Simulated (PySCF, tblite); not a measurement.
# C7H9O2−: a rotation path, then NMR shifts on frames, part 2 of 2

tblite 0.8.0 and PySCF 2.14.0. Atoms count from 0. The steps go on from the part before.

### 5 NMR shieldings: image 3, PBE0/pcSseg-1

Job settings and geometry (Å):

```
{"job": {"kind": "nmr", "xc": "PBE0", "basis": "pcSseg-1", "pop": false}, "charge": -1, "multiplicity": 1}
C      2.249100    -0.375000    -0.673300
C      1.746200     0.028600     0.708500
C      0.548300     0.980300     0.658200
C     -0.742400     0.350800     0.227700
C     -1.092700    -0.671100    -0.599500
C     -2.500500    -0.751800    -0.621100
C     -2.992700     0.250300     0.211400
O     -4.142200     0.597000     0.534700
O     -1.886100     0.934300     0.735500
H      1.443000    -0.816100    -1.247800
H      2.615200     0.491400    -1.221600
H      3.055800    -1.103800    -0.594100
H      1.463300    -0.865400     1.268400
H      2.564800     0.519200     1.249000
H      0.378900     1.392300     1.659500
H      0.806100     1.829900     0.006700
H     -0.430100    -1.325500    -1.141300
H     -3.092800    -1.459100    -1.172900
```

Method: GIAO PBE0/pcSseg-1 NMR shielding, non-relativistic, gas phase.

What it wrote:

```text
coarse grid: 15360 points
cycle   1  E = -421.8215773837  dE =  1.511e+00  |g| = 9.663e-01  |ddm| = 3.957e+00
cycle   2  E = -421.4256924055  dE =  3.959e-01  |g| = 1.682e+00  |ddm| = 3.939e+00
cycle   3  E = -421.9955649515  dE = -5.699e-01  |g| = 3.607e-01  |ddm| = 3.258e+00
cycle   4  E = -422.0233128559  dE = -2.775e-02  |g| = 9.658e-02  |ddm| = 4.311e-01
cycle   5  E = -422.0245884921  dE = -1.276e-03  |g| = 4.627e-02  |ddm| = 8.558e-02
cycle   6  E = -422.0250079132  dE = -4.194e-04  |g| = 1.226e-02  |ddm| = 4.510e-02
cycle   7  E = -422.0250372586  dE = -2.935e-05  |g| = 4.730e-03  |ddm| = 1.599e-02
cycle   8  E = -422.0250427386  dE = -5.480e-06  |g| = 8.248e-04  |ddm| = 5.648e-03
final grid: 149224 points
cycle   9  E = -422.0999150896  dE = -2.580e-05  |g| = 1.463e-02  |ddm| = 3.808e-02
cycle  10  E = -422.0998456552  dE =  6.943e-05  |g| = 2.393e-02  |ddm| = 3.127e-02
cycle  11  E = -422.0999561148  dE = -1.105e-04  |g| = 2.122e-03  |ddm| = 2.203e-02
cycle  12  E = -422.0999571089  dE = -9.942e-07  |g| = 3.830e-04  |ddm| = 2.434e-03
cycle  13  E = -422.0999571301  dE = -2.118e-08  |g| = 2.024e-04  |ddm| = 4.627e-04
cycle  14  E = -422.0999571375  dE = -7.388e-09  |g| = 4.875e-05  |ddm| = 1.893e-04
cycle  15  E = -422.0999571379  dE = -4.073e-10  |g| = 2.214e-05  |ddm| = 6.364e-05
converged SCF energy = -422.0999571379

GIAO shielding tensors (ppm)
atom      isotropic    diamagn.    paramagn.     s11        s22        s33       span
  0 C      168.771     247.803     -79.032    155.629    165.546    185.137     29.508
  1 C      159.146     246.393     -87.247    149.769    156.671    170.997     21.228
  2 C      152.620     245.889     -93.269    146.349    148.417    163.095     16.746
  3 C       58.375     253.798    -195.424      5.368     66.486    103.271     97.902
  4 C       74.536     254.360    -179.824    -10.224     78.724    155.107    165.331
  5 C      119.738     255.949    -136.212     80.037    128.878    150.298     70.261
  6 C       11.908     241.551    -229.642    -73.840     49.023     60.543    134.383
  7 O       83.667     396.805    -313.139    -49.761      2.301    298.460    348.220
  8 O       35.003     406.176    -371.174   -119.274     61.215    163.066    282.340
  9 H       29.614      32.368      -2.753     23.078     30.481     35.284     12.206
 10 H       31.105      30.446       0.659     27.618     28.796     36.901      9.283
 11 H       30.940      29.330       1.610     26.698     28.184     37.938     11.240
 12 H       30.090      31.619      -1.529     26.990     28.706     34.575      7.585
 13 H       30.304      30.206       0.098     24.636     29.482     36.795     12.159
 14 H       29.115      30.677      -1.562     23.847     29.385     34.113     10.267
 15 H       28.927      30.936      -2.009     25.088     27.667     34.027      8.939
 16 H       25.858      34.534      -8.677     23.102     24.774     29.696      6.594
 17 H       28.190      32.107      -3.917     25.092     28.412     31.066      5.975
```

It took 27 s on 1 thread of Arm Neoverse V1, shared host; peak memory 0.89 GiB.

This run: δ C6 175.0, C3 128.6, C4 112.4, C5 67.2, H16 5.86, H17 3.53 ppm.

### 6 Shielding tensors: image 5, PBE0/pcSseg-1

Job settings and geometry (Å):

```
{"job": {"kind": "nmr", "xc": "PBE0", "basis": "pcSseg-1", "pop": false}, "charge": -1, "multiplicity": 1}
C      2.057400    -0.083600    -0.898900
C      1.786300    -0.046800     0.599600
C      0.573800     0.820700     0.938900
C     -0.703900     0.277700     0.377500
C     -1.106800    -0.969400     0.013600
C     -2.442000    -0.876700    -0.435000
C     -2.833300     0.455800    -0.321500
O     -3.894100     1.055100    -0.570200
O     -1.735500     1.170300     0.185800
H      1.158300    -0.409000    -1.415300
H      2.323900     0.906500    -1.265000
H      2.871400    -0.769900    -1.132700
H      1.601700    -1.061300     0.959000
H      2.668400     0.338600     1.123400
H      0.504100     0.913700     2.034500
H      0.724500     1.831600     0.544700
H     -0.509100    -1.866600     0.052700
H     -3.054000    -1.680600    -0.802700
```

Level: GIAO PBE0/pcSseg-1 NMR shielding, non-relativistic, gas phase.

What it wrote:

```text
coarse grid: 15360 points
cycle   1  E = -421.8226487300  dE =  1.510e+00  |g| = 9.673e-01  |ddm| = 3.944e+00
cycle   2  E = -421.4472283744  dE =  3.754e-01  |g| = 1.664e+00  |ddm| = 3.626e+00
cycle   3  E = -421.9975474523  dE = -5.503e-01  |g| = 3.583e-01  |ddm| = 2.934e+00
cycle   4  E = -422.0249453410  dE = -2.740e-02  |g| = 9.245e-02  |ddm| = 4.228e-01
cycle   5  E = -422.0260789913  dE = -1.134e-03  |g| = 4.578e-02  |ddm| = 8.376e-02
cycle   6  E = -422.0264935185  dE = -4.145e-04  |g| = 1.187e-02  |ddm| = 4.514e-02
cycle   7  E = -422.0265215858  dE = -2.807e-05  |g| = 4.557e-03  |ddm| = 1.556e-02
cycle   8  E = -422.0265265979  dE = -5.012e-06  |g| = 8.151e-04  |ddm| = 5.310e-03
final grid: 149224 points
cycle   9  E = -422.1023120120  dE = -3.551e-05  |g| = 1.451e-02  |ddm| = 4.190e-02
cycle  10  E = -422.1022460139  dE =  6.600e-05  |g| = 2.342e-02  |ddm| = 3.057e-02
cycle  11  E = -422.1023529665  dE = -1.070e-04  |g| = 2.321e-03  |ddm| = 2.152e-02
cycle  12  E = -422.1023541256  dE = -1.159e-06  |g| = 4.421e-04  |ddm| = 2.734e-03
cycle  13  E = -422.1023541532  dE = -2.761e-08  |g| = 2.315e-04  |ddm| = 5.304e-04
cycle  14  E = -422.1023541629  dE = -9.683e-09  |g| = 5.290e-05  |ddm| = 2.166e-04
cycle  15  E = -422.1023541634  dE = -4.740e-10  |g| = 2.506e-05  |ddm| = 6.951e-05
converged SCF energy = -422.1023541634

GIAO shielding tensors (ppm)
atom      isotropic    diamagn.    paramagn.     s11        s22        s33       span
  0 C      171.626     247.371     -75.745    156.401    170.565    187.912     31.510
  1 C      163.745     247.895     -84.150    155.115    164.896    171.224     16.110
  2 C      151.985     245.287     -93.302    142.964    150.026    162.965     20.001
  3 C       62.364     254.644    -192.281      5.538     81.823     99.730     94.192
  4 C       75.949     253.911    -177.962    -12.617     76.591    163.872    176.488
  5 C      119.928     256.318    -136.390     78.823    129.516    151.445     72.623
  6 C       10.818     241.474    -230.656    -73.432     46.332     59.553    132.986
  7 O       80.806     397.230    -316.424    -46.013     -3.555    291.985    337.998
  8 O       38.358     405.888    -367.531   -116.964     59.002    173.037    290.001
  9 H       29.295      31.156      -1.861     23.410     30.496     33.981     10.571
 10 H       31.379      30.405       0.975     27.376     29.045     37.717     10.342
 11 H       31.230      29.446       1.784     26.957     28.645     38.087     11.130
 12 H       30.045      32.437      -2.393     26.561     28.570     35.003      8.441
 13 H       30.494      30.332       0.162     25.814     28.767     36.903     11.089
 14 H       28.528      29.699      -1.171     23.468     27.175     34.940     11.472
 15 H       29.372      31.216      -1.843     25.217     29.156     33.744      8.527
 16 H       26.257      34.702      -8.444     24.519     24.685     29.569      5.050
 17 H       28.119      32.220      -4.102     25.076     28.341     30.940      5.864
```

Wall time 27 s (1 thread of Arm Neoverse V1, shared host); peak memory 0.89 GiB.

This run: δ C6 176.1, C3 124.6, C4 111.0, C5 67.0, H16 5.46, H17 3.60 ppm.

### 7 Nuclear shieldings: image 8, PBE0/pcSseg-1

Job settings and geometry (Å):

```
{"job": {"kind": "nmr", "xc": "PBE0", "basis": "pcSseg-1", "pop": false}, "charge": -1, "multiplicity": 1}
C      1.959400     0.458700    -1.047700
C      1.839900    -0.130700     0.350700
C      0.638700     0.464600     1.108000
C     -0.674700     0.076700     0.515300
C     -1.540000    -0.930000     0.813500
C     -2.617700    -0.854900    -0.091900
C     -2.375400     0.220100    -0.946100
O     -3.005500     0.701600    -1.904200
O     -1.156500     0.795500    -0.558200
H      1.013600     0.346100    -1.569900
H      2.188100     1.522000    -0.992600
H      2.744500    -0.037100    -1.619300
H      1.705500    -1.213000     0.280400
H      2.762100     0.058200     0.914200
H      0.669300     0.115500     2.145700
H      0.733600     1.555300     1.108100
H     -1.414100    -1.646300     1.611100
H     -3.479600    -1.495800    -0.128900
```

With the program's defaults for keys left out, this is: GIAO PBE0/pcSseg-1 NMR shielding, non-relativistic, gas phase.

What it wrote:

```text
coarse grid: 15360 points
cycle   1  E = -421.8254185107  dE =  1.505e+00  |g| = 9.664e-01  |ddm| = 3.922e+00
cycle   2  E = -421.3793768645  dE =  4.460e-01  |g| = 1.736e+00  |ddm| = 4.123e+00
cycle   3  E = -421.9970741009  dE = -6.177e-01  |g| = 3.710e-01  |ddm| = 3.504e+00
cycle   4  E = -422.0265965217  dE = -2.952e-02  |g| = 1.105e-01  |ddm| = 4.539e-01
cycle   5  E = -422.0283771147  dE = -1.781e-03  |g| = 5.023e-02  |ddm| = 1.034e-01
cycle   6  E = -422.0288737034  dE = -4.966e-04  |g| = 1.476e-02  |ddm| = 5.124e-02
cycle   7  E = -422.0289188432  dE = -4.514e-05  |g| = 4.878e-03  |ddm| = 1.794e-02
cycle   8  E = -422.0289244123  dE = -5.569e-06  |g| = 1.086e-03  |ddm| = 5.565e-03
final grid: 149224 points
cycle   9  E = -422.1043882377  dE = -2.895e-05  |g| = 1.489e-02  |ddm| = 3.859e-02
cycle  10  E = -422.1043187975  dE =  6.944e-05  |g| = 2.407e-02  |ddm| = 3.135e-02
cycle  11  E = -422.1044311494  dE = -1.124e-04  |g| = 2.390e-03  |ddm| = 2.188e-02
cycle  12  E = -422.1044323643  dE = -1.215e-06  |g| = 4.105e-04  |ddm| = 2.634e-03
cycle  13  E = -422.1044323858  dE = -2.158e-08  |g| = 2.284e-04  |ddm| = 4.756e-04
cycle  14  E = -422.1044323953  dE = -9.473e-09  |g| = 5.260e-05  |ddm| = 2.181e-04
cycle  15  E = -422.1044323958  dE = -5.198e-10  |g| = 2.233e-05  |ddm| = 7.007e-05
converged SCF energy = -422.1044323958

GIAO shielding tensors (ppm)
atom      isotropic    diamagn.    paramagn.     s11        s22        s33       span
  0 C      171.043     246.978     -75.935    158.293    170.712    184.125     25.832
  1 C      152.416     247.081     -94.665    135.773    151.676    169.800     34.028
  2 C      150.304     244.370     -94.066    140.451    149.855    160.606     20.155
  3 C       56.133     253.581    -197.448     -7.275     72.392    103.281    110.556
  4 C       72.801     254.010    -181.209    -14.086     81.799    150.689    164.774
  5 C      118.500     257.858    -139.358     77.762    127.993    149.745     71.983
  6 C       10.419     240.074    -229.656    -73.867     45.680     59.443    133.310
  7 O       77.480     398.779    -321.300    -50.281     -5.197    287.918    338.199
  8 O       36.895     405.195    -368.300   -124.443     61.782    173.346    297.789
  9 H       29.376      30.840      -1.464     23.281     29.989     34.859     11.577
 10 H       31.223      30.428       0.796     28.019     28.719     36.932      8.914
 11 H       31.225      29.264       1.962     26.574     28.501     38.601     12.027
 12 H       30.822      31.785      -0.963     27.136     29.844     35.485      8.349
 13 H       30.442      30.634      -0.192     25.864     28.927     36.535     10.672
 14 H       29.447      31.028      -1.581     24.122     29.276     34.943     10.821
 15 H       29.608      30.676      -1.068     25.891     28.878     34.054      8.164
 16 H       26.080      34.113      -8.033     24.742     25.334     28.164      3.422
 17 H       28.134      32.415      -4.281     25.174     28.327     30.902      5.728
```

Wall time 28 s (1 thread of Arm Neoverse V1, shared host); peak memory 0.89 GiB.

Key values: δ C6 176.5, C3 130.8, C4 114.1, C5 68.4, H16 5.64, H17 3.58 ppm.

### 8 Comparing the runs: NMR shifts

Shifts (ppm) of some atoms, chosen among heavy atoms and hydrogens apart, with basis size and wall time:

| frame | C3 | C4 | C1 | H14 | H15 | O8 | O7 | functions | time |
| --- | --- | --- | --- | --- | --- | --- | --- | --- | --- |
| image 0 | 124.3 | 118.1 | 26.2 | 2.90 | 1.60 | 290.2 | 260.0 | 198 | 27 s |
| image 1 | 125.9 | 117.5 | 27.3 | 2.67 | 2.09 | 297.9 | 254.6 | 198 | 27 s |
| image 3 | 128.6 | 112.4 | 27.8 | 2.60 | 2.79 | 301.1 | 252.4 | 198 | 27 s |
| image 5 | 124.6 | 111.0 | 23.2 | 3.19 | 2.34 | 297.7 | 255.3 | 198 | 27 s |
| image 8 | 130.8 | 114.1 | 34.5 | 2.27 | 2.11 | 299.2 | 258.6 | 198 | 28 s |

### 9 Results

What follows sums up all 2 parts.

| quantity | value |
| --- | --- |
| barrier | 0.129 eV (3.0 kcal/mol) at image 3 |
| end to end (GFN2-xTB) | 0.005 eV |
| 13C shifts against TMS (PBE0/pcSseg-1, image 0) | 176.8, 124.3, 118.1, 67.3, 37.1, 26.2, 14.1 ppm |
| 1H shifts against TMS (PBE0/pcSseg-1, image 0) | 5.73, 3.52, 2.90, 1.89, 1.60, 1.34, 0.80, 0.39, -0.05 ppm |
| 17O shifts against H2O (PBE0/pcSseg-1, image 0) | 290.2, 260.0 ppm |
| range of the shift of C1 | 23.2 to 34.5 ppm |

**Reading.** Along the band the dihedral turns by 198°, and the top (dihedral 151°) lies 3.0 kcal/mol above the start (GFN2-xTB, rough), so at room temperature this motion is fast. The top was not checked by a frequency run. Shifts at one fixed geometry are not the observed spectrum, which averages over the motion. In the first frame run (image 0): Shielding is most anisotropic at O7 (span 345 ppm, paramagnetic term -322 ppm). Across the 5 runs the shift of C1 moves most, between 23.2 (image 5) and 34.5 ppm (image 8). At PBE0/pcSseg-1 the HOMO lies above zero (+0.40 eV), as often for anions in the gas phase: self-interaction error lifts it, or the electron is held by the finite basis alone; counter-ions and solvent are missing.
